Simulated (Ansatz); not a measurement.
# CH6BNSi: small, medium and large basis sets

How large a basis does CH6BNSi need? Two functionals are run in growing sets.

Computed with Ansatz 0.2.0, Gaussian basis. Level: one geometry, several basis sets.

Levels to be run: PBE0-D4/def2-SVP; ωB97M-V/def2-SVP; PBE0-D4/def2-QZVPP; ωB97M-V/def2-QZVPP; the functionals' def2-TZVPP values are taken from earlier runs.

## (1) The relaxed structure

An earlier PBE0-D4 in a triple-zeta def2 set relaxation fixed the geometry.

SMILES `[SiH3]C1BN1`, 10 atoms, charge 0, spin multiplicity 1.

Atoms are counted from 1 here; the program's logs count them from 0.

Bond lengths: Si1–C2 1.863 Å, Si1–H5 1.492 Å, Si1–H6 1.489 Å, Si1–H7 1.488 Å, C2–B3 1.572 Å, C2–N4 1.485 Å, C2–H8 1.093 Å, B3–N4 1.339 Å, B3–H9 1.182 Å, N4–H10 1.002 Å. Angles: C2–Si1–H5 112.4°, C2–Si1–H6 109.5°, C2–Si1–H7 109.9°, H5–Si1–H6 107.6°, H5–Si1–H7 107.9°, H6–Si1–H7 109.4°, Si1–C2–B3 121.7°, Si1–C2–N4 119.5°, Si1–C2–H8 115.8°, B3–C2–N4 51.9°, B3–C2–H8 118.0°, N4–C2–H8 114.4°, C2–B3–N4 60.7°, C2–B3–H9 153.7°, N4–B3–H9 145.6°, C2–N4–B3 67.4°, C2–N4–H10 133.9°, B3–N4–H10 157.0°.

## (2) PBE0-D4 in def2-SVP

Contents of in.yaml:

```yaml
crystal:
  periodic: [false, false, false]
  atoms:
    - {symbol: Si, position_ang: [-1.120018, 0.712525, -0.532170]}
    - {symbol: C, position_ang: [0.617107, 0.095402, -0.261093]}
    - {symbol: B, position_ang: [1.127533, -0.340565, 1.160578]}
    - {symbol: N, position_ang: [0.832980, -1.280684, 0.253828]}
    - {symbol: H, position_ang: [-1.774962, 0.070749, -1.709310]}
    - {symbol: H, position_ang: [-1.949274, 0.408503, 0.667075]}
    - {symbol: H, position_ang: [-1.105551, 2.183110, -0.761881]}
    - {symbol: H, position_ang: [1.358665, 0.426010, -0.992726]}
    - {symbol: H, position_ang: [1.497711, -0.131805, 2.263739]}
    - {symbol: H, position_ang: [0.598908, -2.194345, -0.085040]}
basis:
  gaussian: {orbitals: def2-SVP}
hamiltonian: {xc: pbe0, dispersion: d4}
output: {orbitals: {seedname: orbitals}}
```

Command:

```console
> ansatz run in.yaml --threads 2 --pin off --events-out ev --progress --plain --max-ram 4352MiB
```

Further steps of the session: ωB97M-V in def2-SVP; PBE0-D4 in def2-QZVPP; ωB97M-V in def2-QZVPP.

Q: Predict the results of all the runs planned. Wanted: PBE0-D4: double and triple zeta above quadruple; ωB97M-V: double and triple zeta above quadruple.

The runs gave:

```
                                       quantity          value
PBE0-D4: double and triple zeta above quadruple  6.81, 0.46 eV
ωB97M-V: double and triple zeta above quadruple  6.97, 0.43 eV
```

**Reading.** PBE0-D4 gains 6.35 eV from double to triple zeta, then 0.46 eV more. These are total energies; as a rule much of such shifts cancels in differences, which this series doesn't test. The LUMO of ωB97M-V is positive and keeps falling with the basis (2.16 to 1.39 eV): an unbound level that the basis holds in place.
